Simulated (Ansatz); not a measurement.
# Cs2BP2, relaxed

Wanted: the geometry at rest of Cs2BP2 (a borrowed structure type, volume estimated), relaxing the atoms in a fixed cell, and its electronic structure there.

All numbers below are computed with Ansatz 0.2.0 (DFT, PBE, no spin polarisation, plane waves, PAW).

### 1 Geometry

Symmetry: Ibam, No. 72, orthorhombic system. The conventional cell has a = 7.349 Å, b = 13.913 Å, c = 6.102 Å, α = 90.00°, β = 90.00°, γ = 90.00°. Cs (site symmetry m) is surrounded by 6 P at 3.45 to 3.86 Å and 2 B at 3.57 Å and 2 Cs at 3.88 Å. Around B (site symmetry 222) lie 4 P at 2.25 Å. Around P (site symmetry m) lie 2 B at 2.25 Å.

Its coordinates follow in the input file.

The first density is read from a saved solution for the starting cell.

### 2 The relaxation

Contents of input.yaml:

```yaml
crystal:
  lattice:
    - [0.0, 0.0, 6.102177]
    - [6.956541, -3.674503, 3.051089]
    - [6.956541, 3.674503, -3.051089]
  atoms:
    - { symbol: Cs, position: [0.3364, 0.0147, 0.6875] }
    - { symbol: Cs, position: [0.6636, 0.9853, 0.3125] }
    - { symbol: Cs, position: [0.1636, 0.6875, 0.0147] }
    - { symbol: Cs, position: [0.8364, 0.3125, 0.9853] }
    - { symbol: B, position: [0.25, 0.5, 0.5] }
    - { symbol: B, position: [0.75, 0.5, 0.5] }
    - { symbol: P, position: [0.348, 0.7393, 0.4353] }
    - { symbol: P, position: [0.652, 0.2607, 0.5647] }
    - { symbol: P, position: [0.152, 0.4353, 0.7393] }
    - { symbol: P, position: [0.848, 0.5647, 0.2607] }
  symmetry: { tolerance: 0.0003 }
kpoints:
  mp_grid: { grid: [4, 4, 4], shift: [0, 0, 0] }
magnetization:
  spin_polarized: false
scf:
  occupations: { method: gaussian, width: 0.0232 }
  lower_state_search: "off"
hamiltonian:
  pseudopotentials: { kind: paw }
  xc: pbe
basis:
  ecutwfc: 420
  fft_grid_basis: typed
relax:
  max_steps: 40
output:
  forces: true
  stress: true
  eigenvalues: true
  bader: true
  populations: true
  elf: true
  write_potential: true
  volumetric_format: npy
  dos:
    e_range: [-12, 8]
    de: 0.05
    projected: { site_lists: { B: [B], Cs: [Cs], P: [P] } }
checkpoint:
  read: saved_state
```

Command:

```bash
ansatz run input.yaml --threads 2 --pin off --max-ram 3584MiB --backend cpu --events-out ev --progress --plain --runs-dir out
```

Before running it: what results should come out? Wanted: moves; energy gained; largest move; pressure left in the fixed cell; character; Bader charges.

**Answer**, as computed:

```
                                                 quantity                         value
                                                    moves                             4
                                            energy gained                187.2 meV/atom
                                             largest move                    0.31 Å (P)
                     space group (0.01 Å), before / after                   Ibam / Ibam
                          pressure left in the fixed cell                      -0.6 GPa
                                                character                         metal
density of states, mean within 0.25 eV of the Fermi level           7.1 per eV per cell
                                            Bader charges  Cs +0.68, B +0.17, P -0.77 e
```

In the fixed cell the largest move of an atom is 0.31 Å; the energy fell by 187.2 meV per atom. With 8 symmetry operations imposed, the end may be a saddle point towards distortions that break them. It is a metal; within 0.25 eV of the Fermi level the density of states averages 7.1 per eV per cell, mostly P p (77 %). Cs loses most charge (+0.68 e on average) and P gains most (-0.77 e).

Caveats: the k mesh is coarse for a cell without a gap; the SCF threshold is loose for a stress.
